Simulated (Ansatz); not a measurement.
Turn this script for Ansatz's Python interface into the input file that the command-line program reads.

Script `inag3_relax.py`:
```python
import ansatz as az
from ase import Atoms
from ase.io import write
from ase.neighborlist import neighbor_list
import numpy as np
from pymatgen.core import Structure
from pymatgen.symmetry.analyzer import SpacegroupAnalyzer

TOLERANCE = 1e-07
XC = "PBEsol"
KGRID = (4, 4, 4)
FILLING = "gaussian"
WIDTH_EV = 0.15
FMAX = 0.05

atoms = Atoms(
    ["In", "Ag", "Ag", "Ag"],
    scaled_positions=[
        (0.0, 0.0, 0.0),
        (0.0, 0.5, 0.5),
        (0.5, 0.0, 0.5),
        (0.5, 0.5, 0.0),
    ],
    cell=[
        (4.144, 0.0, 0.0),
        (0.0, 4.144, 0.0),
        (0.0, 0.0, 4.144),
    ],
    pbc=True,
)
atoms.rattle(stdev=0.025, seed=20)
system = az.Crystal.from_ase(atoms)

setup = (
    system.calculation()
    .scf(tolerance=TOLERANCE)
    .functional(XC)
    .kpoints(*KGRID)
    .occupations(FILLING, width=WIDTH_EV)
    .basis(16 * az.Ha)
    .relax(force_tolerance=FMAX)
    .band_table()
)
steps = []


def collect(event):
    if event["event"] == "relax_step":
        steps.append(event["data"])


done = setup.session().plan().execute(on_event=collect)
summary = done.report
print("step   energy (eV)     max comp. (eV/A)  SCF")
for s in steps:
    print(f"{s['step']:4d} {s['lagrangian_ev']:15.5f} {s['allowed_force_max_ev_ang']:12.4f} {s['n_scf']:5d}")

first, last = steps[0], steps[-1]
symbols = [site.symbol for site in done.lattice.sites]
print(f"energy gained {first['lagrangian_ev'] - last['lagrangian_ev']:.4f} eV in {len(steps) - 1} steps")

relaxed = Atoms(symbols, positions=[site.position_ang for site in done.lattice.sites], cell=done.lattice.cell_ang, pbc=True)
write("relaxed.extxyz", relaxed, format="extxyz")

final = Atoms(symbols, positions=last["positions_ang"], cell=done.lattice.cell_ang, pbc=True)
i, j, d = neighbor_list("ijd", final, 4.5)
print("neighbours within 1.1 times the shortest distance of each atom (A)")
for atom in range(len(final)):
    near = [m for m in np.argsort(d) if i[m] == atom]
    shell = [m for m in near if d[m] < 1.1 * d[near[0]]]
    print(f"{symbols[atom]}{atom} ({len(shell)}):", ", ".join(f"{symbols[j[m]]} {d[m]:.3f}" for m in shell))

for key in ("converged", "n_iterations", "n_electrons", "n_kpoints", "n_pw", "n_symmetry_ops", "free_energy_ev", "fermi_energy_ev"):
    print(f"{key:18s} {summary[key]}")

final = Structure(done.lattice.cell_ang, [s.symbol for s in done.lattice.sites], [s.position_frac for s in done.lattice.sites])
analyser = SpacegroupAnalyzer(final, symprec=0.01)
standard = analyser.get_conventional_standard_structure()
print(analyser.get_crystal_system(), analyser.get_space_group_symbol(), len(standard), "atoms in the conventional cell")
print("a b c (A):", [round(x, 4) for x in standard.lattice.abc], " angles:", [round(x, 2) for x in standard.lattice.angles])
print(f"mass density {float(final.density):.3f} g/cm^3")

edges = summary.get("band_edges_ev")
if edges:
    print(f"band edges on the mesh: {edges[0]:.3f} and {edges[1]:.3f} eV, gap {edges[1] - edges[0]:.3f} eV")
else:
    print("no band edges reported (a metal, or a gap too narrow for this smearing); Fermi level", round(summary["fermi_energy_ev"], 3), "eV")
```

Output of `python inag3_relax.py`:
```text
step   energy (eV)     max comp. (eV/A)  SCF
   1    -28092.38734       0.3177     7
   2    -28092.40053       0.1179     7
   3    -28092.40301       0.0021     6
energy gained 0.0157 eV in 2 steps
neighbours within 1.1 times the shortest distance of each atom (A)
In0 (12): Ag 2.930, Ag 2.930, Ag 2.930, Ag 2.930, Ag 2.930, Ag 2.930, Ag 2.930, Ag 2.930, Ag 2.930, Ag 2.930, Ag 2.931, Ag 2.931
Ag1 (12): Ag 2.930, Ag 2.930, In 2.930, Ag 2.930, In 2.930, Ag 2.930, Ag 2.930, In 2.930, Ag 2.930, In 2.930, Ag 2.930, Ag 2.930
Ag2 (12): In 2.930, Ag 2.930, In 2.930, Ag 2.930, Ag 2.930, Ag 2.930, Ag 2.930, Ag 2.930, Ag 2.930, In 2.930, Ag 2.930, In 2.931
Ag3 (12): In 2.930, In 2.930, Ag 2.930, Ag 2.930, Ag 2.930, Ag 2.930, Ag 2.930, Ag 2.930, Ag 2.930, Ag 2.930, In 2.930, In 2.931
converged          True
n_iterations       6
n_electrons        70.0
n_kpoints          36
n_pw               1419
n_symmetry_ops     1
free_energy_ev     -28092.403011478516
fermi_energy_ev    16.702081140592483
cubic Pm-3m 4 atoms in the conventional cell
a b c (A): [4.144, 4.144, 4.144]  angles: [90.0, 90.0, 90.0]
mass density 10.230 g/cm^3
no band edges reported (a metal, or a gap too narrow for this smearing); Fermi level 16.702 eV
```

`input.yaml`:
```yaml
crystal:
  lattice:
    - [4.144, 0.0, 0.0]
    - [0.0, 4.144, 0.0]
    - [0.0, 0.0, 4.144]
  atoms:
    - { symbol: In, position: [0.005332366750829, 0.00118161813488, 0.002156952919192] }
    - { symbol: Ag, position: [-0.01413647385159, 0.4934554018622, 0.5033765461475] }
    - { symbol: Ag, position: [0.5056676481048, -0.005902998564905, 0.5030350919408] }
    - { symbol: Ag, position: [0.50245182474, 0.5019513815753, -0.002976658312674] }
basis:
  ecutwfc: 435.3821799358
kpoints:
  mp_grid: { grid: [4, 4, 4] }
hamiltonian:
  xc: pbesol
scf:
  convergence: { dr2_threshold: 1.0e-07 }
  occupations: { method: gaussian, width: 0.15 }
relax:
  f_tol: 0.05
output:
  eigenvalues: true
```

The program run on that file:
```console
$ ansatz run input.yaml --threads 1 --pin off --max-ram 3072MiB --backend cpu --events-out ev --progress --plain --runs-dir out
Engine: ansatz 0.2.0, aarch64-unknown-linux-gnu
Pseudopotentials: kind: paw
Pseudopotential: In, paw, valence charge 13, recommended cutoff 420 eV (normal), In.paw.azcp
Pseudopotential: Ag, paw, valence charge 19, recommended cutoff 420 eV (normal), Ag.paw.azcp
Functional definition: PBEsol
  exchange = pbesol_x
  correlation = pbesol_c
Crystal: 4 atoms, lattice volume = 71.164 Å³
Basis set: ecut = 435.3821799358 eV, 1419 PW (Γ), exchange–correlation on 60×60×60 points (8 copies of the dense FFT grid, shifted against one another)
Bands: 42, of which v1, the nominal top of the filled ones, is band 35 counted from 1 (34 counted from 0)
Symmetry: 1 space group operations
Space group: P1 (ITA 1), of the structure as read, at distance tolerance 4.1e-5 Å
k-points: 36 of 64 (time reversal used)
Non-local potential: In, projectors of the file, l = 0: 2, l = 1: 2, l = 2: 2, l = 3: 2
Non-local potential: Ag, projectors of the file, l = 0: 3, l = 1: 2, l = 2: 2, l = 3: 1
PAW form: soft (Blöchl's): semilocal exchange-correlation on the pseudo side does not see the compensation charge
PAW frozen core: In, regenerated for the run's functional, and the local potential with it (the file was generated under x = pbe(κ = 0.804, μ = 0.2195149727645171), c = pbe(β = 0.06672455060314922))
PAW frozen core: Ag, regenerated for the run's functional, and the local potential with it (the file was generated under x = pbe(κ = 0.804, μ = 0.2195149727645171), c = pbe(β = 0.06672455060314922))
PAW one-centre angular grid: In, 590 points (default); XC on 64 Gauss nodes
PAW one-centre angular grid: Ag, 590 points (default); XC on 64 Gauss nodes
Initial density: superposition of atomic densities (neutral atoms: chi_scale 0, normalization atom), corrected by the library's trained network
Initial wavefunctions: pseudopotential atomic-orbital guess
Functional: x = pbesol(κ = 0.804, μ = 0.12345679012345678), c = pbesol(β = 0.046)
SCF iter   1: F=—  HF=-28092.398427 eV  |F-HF|=—  |Δ(HF+E_count)|=         —  Δρ=7.68e-3  dr2=3.97e-2  ethr=1.77e-3  ⟨swp⟩=6.4  Hψ=5233  notcnv=0  defer=11
preconditioner: auto → Kerker (q_TF=auto, 2.721 Å⁻¹)  [metal: Δε(μ)=0.001 eV  Ē_g=12.293 eV  σ=0.150 eV  W_gap=0.00  n_scr=26 (ndim 8)  ℏωp=29.9 eV  f_vac=0.000  D(μ)=2.80/eV (n_scr^D=26)]
SCF iter   2: F=—  HF=-28092.388521 eV  |F-HF|=—  |Δ(HF+E_count)|=   9.91e-3  Δρ=2.24e-3  dr2=3.72e-3  ethr=5.67e-5  ⟨swp⟩=2.3  Hψ=2515  notcnv=0  defer=10
SCF iter   3: F=—  HF=-28092.387572 eV  |F-HF|=—  |Δ(HF+E_count)|=   9.49e-4  Δρ=9.08e-4  dr2=7.69e-4  ethr=5.31e-6  ⟨swp⟩=2.3  Hψ=1971  notcnv=0  defer=10
SCF iter   4: F=—  HF=-28092.387384 eV  |F-HF|=—  |Δ(HF+E_count)|=   1.88e-4  Δρ=2.28e-4  dr2=9.04e-5  ethr=1.10e-6  ⟨swp⟩=2.6  Hψ=2151  notcnv=0  defer=11
SCF iter   5: F=—  HF=-28092.387341 eV  |F-HF|=—  |Δ(HF+E_count)|=   4.27e-5  Δρ=9.02e-5  dr2=1.19e-5  ethr=1.29e-7  ⟨swp⟩=2.0  Hψ=2044  notcnv=0  defer=11
SCF iter   6: F=—  HF=-28092.387337 eV  |F-HF|=—  |Δ(HF+E_count)|=   3.78e-6  Δρ=2.56e-5  dr2=3.56e-7  ethr=1.69e-8  ⟨swp⟩=2.0  Hψ=2255  notcnv=0  defer=11
SCF iter   7: F=-28092.387337 eV  HF=-28092.387337 eV  |F-HF|=2.76e-8  |Δ(HF+E_count)|=   7.24e-8  Δρ=8.06e-6  dr2=4.09e-8  ethr=1.43e-10  ⟨swp⟩=8.5  Hψ=6394  notcnv=0
SCF 1 converged in 7 iterations: F = -28092.387337 eV  dr2 = 4.09e-8
  greatest PAW one-centre occupation: 1.001 electrons in one spin orbital (limit 2), on the Ag atom at site 3 (counted from 0), in its partial waves of l = 0
relax step   1: F+E_penalty+E_count = -28092.38733698 eV  Δ(F+E_penalty+E_count) = +0.000e0 eV  max|allowed force component| = 3.177e-1 eV/Å  Δτ_max = 0.0000 Å  (7 SCF iters, accepted)
Initial density: handed on by an earlier stage of this run
Initial wavefunctions: those handed on with the density
iter 1 solved again at ethr=1.02e-5 eV; its pass at ethr=3.10e-3 eV (dr2=7.16e-3 eV) is discarded
SCF iter   1: F=—  HF=-28092.402784 eV  |F-HF|=—  |Δ(HF+E_count)|=         —  Δρ=3.74e-3  dr2=7.59e-3  ethr=1.02e-5  ⟨swp⟩=1.8  Hψ=5264  notcnv=0  defer=63
preconditioner: auto → Kerker (q_TF=auto, 2.721 Å⁻¹)  [metal: Δε(μ)=0.027 eV  Ē_g=12.278 eV  σ=0.150 eV  W_gap=0.10  n_scr=26 (ndim 8)  ℏωp=29.9 eV  f_vac=0.000  D(μ)=2.78/eV (n_scr^D=26)]
SCF iter   2: F=—  HF=-28092.401050 eV  |F-HF|=—  |Δ(HF+E_count)|=   1.73e-3  Δρ=2.12e-3  dr2=2.29e-3  ethr=1.02e-5  ⟨swp⟩=2.2  Hψ=1884  notcnv=0  defer=63
SCF iter   3: F=—  HF=-28092.400518 eV  |F-HF|=—  |Δ(HF+E_count)|=   5.33e-4  Δρ=4.09e-4  dr2=8.67e-5  ethr=3.27e-6  ⟨swp⟩=2.0  Hψ=2100  notcnv=0  defer=63
SCF iter   4: F=—  HF=-28092.400534 eV  |F-HF|=—  |Δ(HF+E_count)|=   1.58e-5  Δρ=1.44e-4  dr2=1.64e-5  ethr=1.24e-7  ⟨swp⟩=2.1  Hψ=2352  notcnv=0  defer=63
SCF iter   5: F=—  HF=-28092.400530 eV  |F-HF|=—  |Δ(HF+E_count)|=   3.24e-6  Δρ=5.13e-5  dr2=2.48e-6  ethr=2.35e-8  ⟨swp⟩=2.0  Hψ=2532  notcnv=0  defer=63
SCF iter   6: F=—  HF=-28092.400530 eV  |F-HF|=—  |Δ(HF+E_count)|=   4.22e-7  Δρ=1.55e-5  dr2=2.84e-7  ethr=3.54e-9  ⟨swp⟩=2.3  Hψ=2199  notcnv=0  defer=63
SCF iter   7: F=-28092.400530 eV  HF=-28092.400530 eV  |F-HF|=1.39e-8  |Δ(HF+E_count)|=   9.46e-8  Δρ=4.71e-6  dr2=2.12e-8  ethr=1.43e-10  ⟨swp⟩=9.1  Hψ=5734  notcnv=0
SCF 2 converged in 7 iterations: F = -28092.400530 eV  dr2 = 2.12e-8
relax step   2: F+E_penalty+E_count = -28092.40052980 eV  Δ(F+E_penalty+E_count) = -1.319e-2 eV  max|allowed force component| = 1.179e-1 eV/Å  Δτ_max = 0.0794 Å  (7 SCF iters, accepted)
SCF iter   1: F=—  HF=-28092.403089 eV  |F-HF|=—  |Δ(HF+E_count)|=         —  Δρ=9.02e-4  dr2=3.98e-4  ethr=6.84e-6  ⟨swp⟩=3.0  Hψ=3314  notcnv=0  defer=73
preconditioner: auto → Kerker (q_TF=auto, 2.721 Å⁻¹)  [metal: Δε(μ)=0.028 eV  Ē_g=12.280 eV  σ=0.150 eV  W_gap=0.11  n_scr=26 (ndim 8)  ℏωp=29.9 eV  f_vac=0.000  D(μ)=2.78/eV (n_scr^D=26)]
SCF iter   2: F=—  HF=-28092.403013 eV  |F-HF|=—  |Δ(HF+E_count)|=   7.64e-5  Δρ=5.18e-4  dr2=1.31e-4  ethr=5.68e-7  ⟨swp⟩=1.3  Hψ=1903  notcnv=0  defer=73
SCF iter   3: F=—  HF=-28092.402990 eV  |F-HF|=—  |Δ(HF+E_count)|=   2.29e-5  Δρ=1.07e-4  dr2=1.01e-5  ethr=1.87e-7  ⟨swp⟩=2.1  Hψ=2164  notcnv=0  defer=73
SCF iter   4: F=—  HF=-28092.403012 eV  |F-HF|=—  |Δ(HF+E_count)|=   2.20e-5  Δρ=4.46e-5  dr2=1.61e-6  ethr=1.45e-8  ⟨swp⟩=2.0  Hψ=2060  notcnv=0  defer=73
SCF iter   5: F=—  HF=-28092.403012 eV  |F-HF|=—  |Δ(HF+E_count)|=   3.73e-7  Δρ=1.58e-5  dr2=1.98e-7  ethr=2.30e-9  ⟨swp⟩=2.0  Hψ=2512  notcnv=0  defer=73
SCF iter   6: F=-28092.403011 eV  HF=-28092.403011 eV  |F-HF|=1.60e-8  |Δ(HF+E_count)|=   4.42e-8  Δρ=3.85e-6  dr2=1.73e-8  ethr=1.43e-10  ⟨swp⟩=9.2  Hψ=5653  notcnv=0
SCF 3 converged in 6 iterations: F = -28092.403011 eV  dr2 = 1.73e-8
  greatest PAW one-centre occupation: 1.001 electrons in one spin orbital (limit 2), on the Ag atom at site 1 (counted from 0), in its partial waves of l = 0
relax step   3: F+E_penalty+E_count = -28092.40301148 eV  Δ(F+E_penalty+E_count) = -2.482e-3 eV  max|allowed force component| = 2.083e-3 eV/Å  Δτ_max = 0.0186 Å  (6 SCF iters, accepted)
SCF converged after 6 iterations
Free energy (F): -28092.403011 eV
Harris-Foulkes:  -28092.403011 eV  (|F-HF|=1.60e-8)
Internal energy: -28092.371718 eV  (E = F + TS)
E sigma→0 (E₀):  -28092.387365 eV
Entropy (-TS):   -0.031293 eV (-7.823 meV/atom)
Fermi energy:    16.702081 eV
--- Per-component energies (eV) ---
  E_band       = -713.096652
  E_kinetic    = 1826.361090
  E_local      = -7821.986954  (includes V_loc(G=0)·N_el)
  E_nonlocal   = 614.924703
  E_hartree    = 3503.837200
  E_xc         = -765.775074
  E_vxc        = -804.707159  (∫ρ·V_xc dr)
  E_paw        = -15587.085077  (= ΣΔE_a)
  E_vpaw       = -1535.368653  (= ΣTr[D̂ρ^β])
  E_aug_tail   = 0.000870  (compensation charges beyond the density's cutoff)
  E_ewald      = -9863.852595
  E_core_change = 1.204120  (= ΣΔE_core)
  E_smearing   = -0.031293  (= −TS)
  E_closure    = 0.000000  (closes the sum)
  Σ components = -28092.403011   (vs F -28092.403011, Δ=0.00e0)
--- Forces (eV/Å), atoms counted from 1 ---
  atom   1  In    -0.00208637     0.00033375    -0.00103145
  atom   2  Ag    -0.00077592     0.00015212     0.00052347
  atom   3  Ag     0.00134123    -0.00005592     0.00076341
  atom   4  Ag     0.00150799    -0.00040925    -0.00027016
  max |Σ_I F_I| component: 2.07e-5 eV/Å
--- Band table (eV; the first three rows and the last of 36) ---
  k-point 0: bands = ["-75.7267", "-75.7129", "-75.7128", "-39.2679", "-39.2679", "-39.2679", "-39.2287", "-39.2287", "-39.2287", "-39.1579", "-39.1578", "-39.1578", "1.9418", "1.9418", "1.9784", "1.9784", "1.9784", "7.1464", "9.8199", "10.5088", "10.5088", "10.5088", "10.7441", "10.7441", "12.0991", "12.0991", "12.0991", "12.7009", "12.7010", "13.0654", "13.3384", "13.3384", "13.3384", "16.3332", "16.3332", "16.3332", "19.6812", "21.3765", "21.3765", "24.7191", "24.7191", "24.7191"]
  k-point 1: bands = ["-75.7250", "-75.7146", "-75.7128", "-39.2611", "-39.2610", "-39.2571", "-39.2308", "-39.2308", "-39.2291", "-39.1694", "-39.1627", "-39.1627", "1.9554", "1.9822", "1.9846", "1.9889", "1.9889", "7.7335", "10.1130", "10.5753", "10.5952", "10.6804", "10.6804", "11.0359", "11.8589", "11.8590", "11.9972", "12.4010", "12.6703", "12.7253", "12.7253", "12.8339", "13.3389", "13.8676", "17.6626", "17.6626", "20.1138", "21.5636", "23.4084", "23.4084", "23.4569", "24.1485"]
  k-point 2: bands = ["-75.7221", "-75.7174", "-75.7128", "-39.2516", "-39.2516", "-39.2423", "-39.2351", "-39.2351", "-39.2294", "-39.1851", "-39.1679", "-39.1679", "1.9689", "1.9861", "1.9996", "1.9996", "2.0276", "8.9412", "9.7993", "10.5690", "10.6523", "10.9225", "10.9225", "11.5000", "11.6666", "11.6666", "11.8851", "12.0233", "12.1668", "12.1668", "12.2630", "12.3342", "12.7338", "13.3395", "19.8914", "19.8914", "20.0142", "20.8969", "20.8969", "22.3148", "22.3846", "22.8865"]
  k-point 35: bands = ["-75.7175", "-75.7174", "-75.7174", "-39.2753", "-39.2753", "-39.2752", "-39.2635", "-39.1960", "-39.1960", "-39.1959", "-39.1456", "-39.1456", "1.9431", "1.9431", "1.9431", "2.0631", "2.0631", "8.8030", "10.4703", "10.4703", "10.4703", "11.3502", "11.3502", "11.3502", "12.1969", "12.1969", "12.1969", "12.3304", "12.3304", "13.1237", "13.1237", "13.1237", "14.2428", "14.2428", "14.2428", "15.6839", "16.2679", "18.5551", "18.5551", "18.5551", "30.0307", "30.0307"]
--- Relaxed structure (3 steps of the walk, 3 accepted, 0 SCFs on fresh bases) ---
  F+E_penalty+E_count = -28092.40301148 eV   max|allowed force component| = 2.083e-3 eV/Å
  atoms:
    - { symbol: In, position: [-0.00010912655637927844, -0.0023411037390564824, 0.0014303115522410524] }
    - { symbol: Ag, position: [-0.00016461010216864132, 0.49765577456571847, 0.501390644149728] }
    - { symbol: Ag, position: [0.49979995848815245, -0.002321577713288842, 0.501374823849059] }
    - { symbol: Ag, position: [0.4997891439144347, 0.4976923098941017, 0.0013961531437899737] }
```

Caveats:
- Total energies depend on the potentials; only differences at equal settings carry meaning. A total without «per atom» is that of the cell as typed.
- The mesh is modest for a metal, so energies can be off by several to tens of meV an atom and pressures by half a GPa or more; differences at equal mesh fare better.
- The zero of the levels is a convention of the potentials, so an absolute Fermi energy is no work function.
- Energies along a relaxation are free energies. A last row that repeats the one before re-solves the same geometry more tightly.
- The starting cell is as deposited in a crystallographic database; the results hold for this polymorph, which needn't be the stable one.
- Levels are Kohn-Sham eigenvalues on this mesh, without spin-orbit coupling.
- It ran for 27 s on 1 thread of Arm Neoverse V2, with other jobs on the host, peak memory 0.49 GiB.

(Lines on the test bed's own set-up are left out of the output.)
